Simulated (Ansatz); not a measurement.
# CH2O2Se: ionisation energy by level of theory

An exercise on one series of results from a longer session: the logs are not shown, and one member is left open.

The runs use Ansatz 0.2.0, Gaussian basis; unrestricted cation, the program's frozen cores in correlated methods.

Levels to be run: UKS PBE-D4/def2-TZVPP; UKS r2SCAN-D4/def2-TZVPP; UKS PBE0-D4/def2-TZVPP; UKS B3LYP-D4/def2-TZVPP; UKS wB97X-V/def2-TZVPP; UKS wB97M-V/def2-TZVPP; UKS B2PLYP/def2-TZVPP; UHF-CCSD(T)/def2-TZVPP; UHF-MP2/def2-QZVPP; extrapolation to the limit; then −ε(HOMO) from the neutral's earlier runs with LDA (SPW92), PBE-D4, revPBE-D4, BLYP-D4, r2SCAN-D4, B97M-V, PBE0-D4, B3LYP-D4, r2SCANh-D4, r2SCAN0-D4, HSE06-D4, BHLYP-D4, CAM-B3LYP-D4, LC-ωPBE, ωB97X-V, ωB97M-V.

## The relaxed structure

The geometry comes from an earlier relaxation with PBE0-D4 in a triple-zeta def2 set; it is a stationary point.

SMILES `O=C(O)[SeH]`, 6 atoms, charge 0, spin multiplicity 1.

Atoms are counted from 1 here; the program's logs count them from 0.

Bond lengths: O1–C2 1.192 Å, C2–O3 1.339 Å, C2–Se4 1.921 Å, O3–H5 0.969 Å, Se4–H6 1.466 Å. Angles: O1–C2–O3 125.1°, O1–C2–Se4 126.5°, O3–C2–Se4 108.4°, C2–O3–H5 106.8°, C2–Se4–H6 91.4°.

Set-up of the first run:

File in.yaml:

```yaml
crystal:
  periodic: [false, false, false]
  atoms:
    - {symbol: O, position_ang: [-0.276893, -0.663286, 1.138194]}
    - {symbol: C, position_ang: [0.111034, -0.154141, 0.132917]}
    - {symbol: O, position_ang: [1.322417, -0.339305, -0.405539]}
    - {symbol: Se, position_ang: [-0.872655, 1.058745, -0.986559]}
    - {symbol: H, position_ang: [1.796971, -0.952495, 0.175612]}
    - {symbol: H, position_ang: [-2.038674, 0.986383, -0.100824]}
basis:
  gaussian: {orbitals: def2-TZVPP}
total_charge: 1
magnetization: {spin_polarized: true, initial_magnetization: 1}
hamiltonian: {xc: pbe, dispersion: d4}
```

Steps of the session up to this table: Cation, UKS PBE-D4/def2-TZVPP; Cation, UKS r2SCAN-D4/def2-TZVPP; Cation, UKS PBE0-D4/def2-TZVPP; Cation, UKS B3LYP-D4/def2-TZVPP; Cation, UKS wB97X-V/def2-TZVPP; Cation, UKS wB97M-V/def2-TZVPP; Cation, UKS B2PLYP (frozen core)/def2-TZVPP; Cation, UHF-CCSD(T)/def2-TZVPP; Cation, UHF-MP2/def2-QZVPP.

One table of the session follows, with a row left open; its other results are not shown here.

Orbital estimates, from the neutral's runs:

| functional | −ε(HOMO) (eV) |
| --- | --- |
| LDA (SPW92) | 6.52 |
| PBE-D4 | 6.36 |
| revPBE-D4 | 6.30 |
| BLYP-D4 | 6.21 |
| r2SCAN-D4 | 6.66 |
| B97M-V | 6.70 |
| PBE0-D4 | ? |
| B3LYP-D4 | 7.32 |
| r2SCANh-D4 | 7.09 |
| r2SCAN0-D4 | 7.75 |
| HSE06-D4 | 7.16 |
| BHLYP-D4 | 8.62 |
| CAM-B3LYP-D4 | 8.87 |
| LC-ωPBE | 10.23 |
| ωB97X-V | 9.87 |
| ωB97M-V | 9.73 |

Estimate the missing values for PBE0-D4.

As computed: −ε(HOMO) (eV): 7.55. In the column «−ε(HOMO) (eV)» it lies between B3LYP-D4 (7.32) and r2SCAN0-D4 (7.75).
